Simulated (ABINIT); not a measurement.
Crystal: BIr.

```
CELL_PARAMETERS angstrom
3.04211 0.00000 0.00000
-1.52105 2.63454 0.00000
0.00000 0.00000 2.70297
ATOMIC_POSITIONS crystal
Ir 0.66667 0.33333 0.00000
B 0.00000 0.00000 0.50000
```

The cell comes from a database or a generator and needn't be the stable form of this composition.

| Item | Value |
| --- | --- |
| Program | ABINIT 10.8.3 (patched build) |
| Task | relaxation of cell and atoms |
| Functional | PBEsol |
| Potentials or basis | JTH PAW PBE v2.0 |
| Cutoff | 517 eV |
| k mesh | 10 × 10 × 10 |
| Occupations | fermi-dirac, width 0.05 eV |
| Spin | no spin polarisation |

At the start: pressure -4.8 GPa; volume 10.83 Å³/atom.

**Question.** Where does the relaxation end?

**Answer.** Over 4 steps the energy falls by 2.9 meV/atom and the volume is 10.66 Å³/atom (-1.6 %); space group P-6m2 (No. 187, to 0.05 Å).

The path:
```
step  energy change (eV)  largest force (eV/Å)  pressure (GPa)  volume (Å³)
   1              0.0000                0.0000           -4.79        21.66
   2             -0.0052                0.0000           -0.17        21.35
   3             -0.0056                0.0000            0.09        21.32
   4             -0.0057                0.0000            0.00        21.31
```

Final structure:
```
Ir B
1.0
     3.01892    0.00000    0.00000
    -1.50946    2.61446    0.00000
     0.00000    0.00000    2.70044
Ir B
1 1
Direct
  0.66667 0.33333 0.00000
  0.00000 0.00000 0.50000
```

Caveat: the PAW data sets were made with another functional, which shifts forces and pressure a little; the atomic spheres overlap.
